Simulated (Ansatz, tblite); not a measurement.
# C50H32N10: a ladder of methods and basis sets

One table from this session's results is given with a row withheld; the runs are named, their logs left out.

Computed with Ansatz 0.2.0, Gaussian basis. Level: as each input shows.

Plan: GFN1-xTB, GFN2-xTB, PBE-D4/def2-TZVP, r2SCAN-D4/def2-TZVP, PBE-D4/def2-SVP, PBE0-D4/def2-SVP.

1 further run of the same task is left out (set aside as unsound or not needed).

**The structure**

The geometry is that of the singlet, from an earlier relaxation (PBE-D4/def2-SVP).

SMILES `c1ccc(-c2ccc(-c3ccc(-c4ccc(-c5ccc(-c6ccc(-c7ccc(-c8ccc(-c9ccc(-c%10cccnc%10)nc9)nc8)nc7)nc6)nc5)nc4)nc3)nc2)nc1`, 92 atoms, charge 0, spin multiplicity 1.

Bond lengths: C1–C2 1.402 Å, C1–C60 1.405 Å, C1–H61 1.100 Å, C2–C3 1.399 Å, C2–H62 1.101 Å, C3–C4 1.414 Å, C3–H63 1.099 Å, C4–C5 1.484 Å, C4–N59 1.352 Å, C5–C6 1.410 Å, C5–C58 1.417 Å, C6–C7 1.396 Å, C6–H64 1.100 Å, C7–C8 1.414 Å, C7–H65 1.099 Å, C8–C9 1.481 Å, C8–N57 1.353 Å, C9–C10 1.412 Å and more. Angles: C2–C1–C60 117.8°, C2–C1–H61 121.6°, C60–C1–H61 120.7°, C1–C2–C3 119.0°, C1–C2–H62 120.7°, C3–C2–H62 120.2°, C2–C3–C4 119.2°, C2–C3–H63 119.8°, C4–C3–H63 121.0°, C3–C4–C5 122.3°, C3–C4–N59 121.3°, C5–C4–N59 116.3°, C4–C5–C6 123.9°, C4–C5–C58 119.9°, C6–C5–C58 116.2°, C5–C6–C7 119.9°, C5–C6–H64 121.0°, C7–C6–H64 119.1° and more.

PBE0-D4/def2-TZVP was run before; its log isn't repeated, and its numbers join the tables.

The first run:

Tight binding, by tblite at 300 K electronic temperature and without a spin-polarisation term:

```python
tblite.interface.Calculator('GFN1-xTB', numbers, positions, charge=0, uhf=0).singlepoint()
```

Tight binding, by tblite at 300 K electronic temperature and without a spin-polarisation term:

```python
tblite.interface.Calculator('GFN2-xTB', numbers, positions, charge=0, uhf=0).singlepoint()
```

start.molden holds the orbitals of an earlier run on this state, given as this run's starting guess.

File in.yaml:

```yaml
crystal:
  periodic: [false, false, false]
  atoms:
    - {symbol: C, position_ang: [20.285752, -0.316299, 1.123696]}
    - {symbol: C, position_ang: [19.571091, -1.078501, 2.058286]}
    - {symbol: C, position_ang: [18.174453, -1.113237, 1.980641]}
    - {symbol: C, position_ang: [17.520950, -0.377871, 0.964432]}
    - {symbol: C, position_ang: [16.044393, -0.365256, 0.818393]}
    - {symbol: C, position_ang: [15.160261, -0.986658, 1.723622]}
    - {symbol: C, position_ang: [13.783369, -0.927727, 1.503310]}
    - {symbol: C, position_ang: [13.291385, -0.239987, 0.370408]}
    - {symbol: C, position_ang: [11.847072, -0.136261, 0.060754]}
    - {symbol: C, position_ang: [11.423590, 0.460458, -1.146578]}
    - {symbol: C, position_ang: [10.064472, 0.539172, -1.440698]}
    - {symbol: C, position_ang: [9.123008, 0.014985, -0.523416]}
    - {symbol: C, position_ang: [7.665594, 0.038834, -0.779167]}
    - {symbol: C, position_ang: [7.098113, 0.396845, -2.019610]}
    - {symbol: C, position_ang: [5.712370, 0.383144, -2.178431]}
    - {symbol: C, position_ang: [4.892424, 0.005330, -1.090062]}
    - {symbol: C, position_ang: [3.416793, -0.040035, -1.190010]}
    - {symbol: C, position_ang: [2.713284, 0.055256, -2.408403]}
    - {symbol: C, position_ang: [1.319055, 0.010280, -2.410259]}
    - {symbol: C, position_ang: [0.627449, -0.131502, -1.185110]}
    - {symbol: C, position_ang: [-0.849855, -0.173272, -1.110633]}
    - {symbol: C, position_ang: [-1.687651, -0.286162, -2.239387]}
    - {symbol: C, position_ang: [-3.073260, -0.294892, -2.078789]}
    - {symbol: C, position_ang: [-3.621921, -0.188938, -0.779867]}
    - {symbol: C, position_ang: [-5.080699, -0.164476, -0.528954]}
    - {symbol: C, position_ang: [-5.574083, 0.053301, 0.776053]}
    - {symbol: C, position_ang: [-6.948436, 0.101194, 0.999055]}
    - {symbol: C, position_ang: [-7.835935, -0.069311, -0.090179]}
    - {symbol: C, position_ang: [-9.308007, -0.003663, 0.053924]}
    - {symbol: C, position_ang: [-10.141171, -0.181506, -1.072143]}
    - {symbol: C, position_ang: [-11.524702, -0.103674, -0.931997]}
    - {symbol: C, position_ang: [-12.080741, 0.153964, 0.343649]}
    - {symbol: C, position_ang: [-13.538964, 0.263530, 0.575777]}
    - {symbol: C, position_ang: [-14.034441, 0.583709, 1.858384]}
    - {symbol: C, position_ang: [-15.407838, 0.694455, 2.064882]}
    - {symbol: C, position_ang: [-16.293138, 0.484830, 0.981410]}
    - {symbol: C, position_ang: [-17.767540, 0.594411, 1.113273]}
    - {symbol: C, position_ang: [-18.596473, 0.323085, 0.003004]}
    - {symbol: C, position_ang: [-19.982351, 0.430456, 0.141421]}
    - {symbol: C, position_ang: [-20.506286, 0.807547, 1.389809]}
    - {symbol: N, position_ang: [-19.739993, 1.074311, 2.459427]}
    - {symbol: C, position_ang: [-18.412745, 0.968969, 2.315210]}
    - {symbol: N, position_ang: [-15.823122, 0.167963, -0.246360]}
    - {symbol: C, position_ang: [-14.508260, 0.062491, -0.434908]}
    - {symbol: N, position_ang: [-11.286583, 0.322619, 1.425813]}
    - {symbol: C, position_ang: [-9.964168, 0.245883, 1.282632]}
    - {symbol: N, position_ang: [-7.367243, -0.297864, -1.338730]}
    - {symbol: C, position_ang: [-6.051773, -0.344197, -1.542352]}
    - {symbol: N, position_ang: [-2.822396, -0.089414, 0.307845]}
    - {symbol: C, position_ang: [-1.500429, -0.087253, 0.146332]}
    - {symbol: N, position_ang: [1.297229, -0.220817, -0.012281]}
    - {symbol: C, position_ang: [2.628399, -0.181614, -0.019675]}
    - {symbol: N, position_ang: [5.430394, -0.326323, 0.106817]}
    - {symbol: C, position_ang: [6.754458, -0.311536, 0.249554]}
    - {symbol: N, position_ang: [9.522744, -0.533577, 0.646616]}
    - {symbol: C, position_ang: [10.824607, -0.601376, 0.921266]}
    - {symbol: N, position_ang: [14.135803, 0.356462, -0.502991]}
    - {symbol: C, position_ang: [15.448174, 0.296139, -0.284166]}
    - {symbol: N, position_ang: [18.218603, 0.351447, 0.064290]}
    - {symbol: C, position_ang: [19.551801, 0.377090, 0.146070]}
    - {symbol: H, position_ang: [21.383963, -0.259500, 1.146341]}
    - {symbol: H, position_ang: [20.096699, -1.645103, 2.842129]}
    - {symbol: H, position_ang: [17.602100, -1.713445, 2.701633]}
    - {symbol: H, position_ang: [15.537524, -1.518662, 2.609200]}
    - {symbol: H, position_ang: [13.098926, -1.420994, 2.206842]}
    - {symbol: H, position_ang: [12.193160, 0.853738, -1.826258]}
    - {symbol: H, position_ang: [9.737473, 1.014031, -2.376392]}
    - {symbol: H, position_ang: [7.734407, 0.678921, -2.871271]}
    - {symbol: H, position_ang: [5.273321, 0.673382, -3.143100]}
    - {symbol: H, position_ang: [3.249192, 0.154116, -3.363958]}
    - {symbol: H, position_ang: [0.774435, 0.094258, -3.360974]}
    - {symbol: H, position_ang: [-1.264345, -0.377121, -3.250537]}
    - {symbol: H, position_ang: [-3.721886, -0.378350, -2.961388]}
    - {symbol: H, position_ang: [-4.845583, 0.183468, 1.589322]}
    - {symbol: H, position_ang: [-7.328391, 0.274998, 2.015355]}
    - {symbol: H, position_ang: [-9.663650, -0.376523, -2.043001]}
    - {symbol: H, position_ang: [-12.168729, -0.236520, -1.812206]}
    - {symbol: H, position_ang: [-13.309053, 0.737973, 2.670012]}
    - {symbol: H, position_ang: [-15.788993, 0.941898, 3.065135]}
    - {symbol: H, position_ang: [-18.116671, 0.033329, -0.943078]}
    - {symbol: H, position_ang: [-20.654870, 0.224314, -0.705131]}
    - {symbol: H, position_ang: [-21.598345, 0.899131, 1.532370]}
    - {symbol: H, position_ang: [-17.819608, 1.201533, 3.217166]}
    - {symbol: H, position_ang: [-14.199034, -0.204021, -1.460934]}
    - {symbol: H, position_ang: [-9.380402, 0.395357, 2.207885]}
    - {symbol: H, position_ang: [-5.742262, -0.542881, -2.583700]}
    - {symbol: H, position_ang: [-0.874059, -0.007685, 1.050395]}
    - {symbol: H, position_ang: [3.147808, -0.261669, 0.949787]}
    - {symbol: H, position_ang: [7.165009, -0.591584, 1.233939]}
    - {symbol: H, position_ang: [11.078287, -1.051758, 1.897136]}
    - {symbol: H, position_ang: [16.111378, 0.792850, -1.011543]}
    - {symbol: H, position_ang: [20.075293, 0.987559, -0.612060]}
basis:
  gaussian: {orbitals: def2-TZVP, fitting: {mean_field: def2-universal-jkfit}, initial_orbitals: start.molden}
hamiltonian: {xc: pbe, dispersion: d4}
scf: {omitted_lower_state_checks: [starts]}
output: {orbitals: {seedname: orbitals}}
```

Command:

```
> ansatz run in.yaml --threads 11 --pin off --events-out ev --progress --plain --max-ram 174080MiB --backend cuda --devices 0, --max-vram 75GiB
```

Among the steps run: PBE-D4/def2-TZVP; r2SCAN-D4/def2-TZVP; PBE-D4/def2-SVP; PBE0-D4/def2-SVP.

One table of the session follows, with a row left open; its other results are not shown here.

It belongs to the step «Binding energy». 

```
              level  binding an atom (eV)
    PBE-D4/def2-SVP                 5.723
   PBE-D4/def2-TZVP                     ?
r2SCAN-D4/def2-TZVP                 5.393
   PBE0-D4/def2-SVP                 5.567
  PBE0-D4/def2-TZVP                 5.468
```

Q: Estimate the row for PBE-D4/def2-TZVP from the others.

**Answer.** binding an atom (eV): 5.624. In the column «binding an atom (eV)» it lies between PBE0-D4/def2-SVP (5.567) and PBE-D4/def2-SVP (5.723).

Caveats from the session: Free atoms were run apart at each level; binding is atoms less cluster, divided by the number of atoms, without zero-point or spin-orbit terms.
